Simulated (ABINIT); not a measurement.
Crystal: B.

```
B
1.0
     1.88524    0.00000    0.00000
     0.00000    1.88524    0.00000
     0.00000    0.00000    1.88524
B
1
Direct
  0.50000 0.50000 0.50000
```

The cell was built by a generator and needn't be a form met in nature.

```yaml
Program: ABINIT 10.8.3 (patched build)
Task: relaxation of cell and atoms
Functional: AM05
Potentials_or_basis: PseudoDojo NC SR PBEsol v0.4 stringent
Cutoff: 1034 eV
k_mesh: 10 × 10 × 10
Occupations: fermi-dirac, width 0.05 eV
Spin: no spin polarisation
```

At the start: pressure -4.8 GPa; volume 6.70 Å³/atom.

Q: How do energy, volume and symmetry change on relaxing?

A: Over 4 steps the energy falls by 2.1 meV/atom and the volume is 6.56 Å³/atom (-2.0 %); space group Pm-3m (No. 221, to 0.05 Å).

Step by step:
```tsv
step	energy change (eV)	largest force (eV/Å)	pressure (GPa)	volume (Å³)
1	0.0000	0.0000	-4.82	6.70
2	-0.0019	0.0000	-1.39	6.60
3	-0.0021	0.0000	0.04	6.56
4	-0.0021	0.0000	0.00	6.56
```

Final structure:
```xyz
1
Lattice="1.8724 0.0000 0.0000 0.0000 1.8724 0.0000 0.0000 0.0000 1.8724" Properties=species:S:1:pos:R:3 pbc="T T T"
B     0.9362    0.9362    0.9362
```

Caveat: the potentials were made for another functional, which shifts forces and pressure.
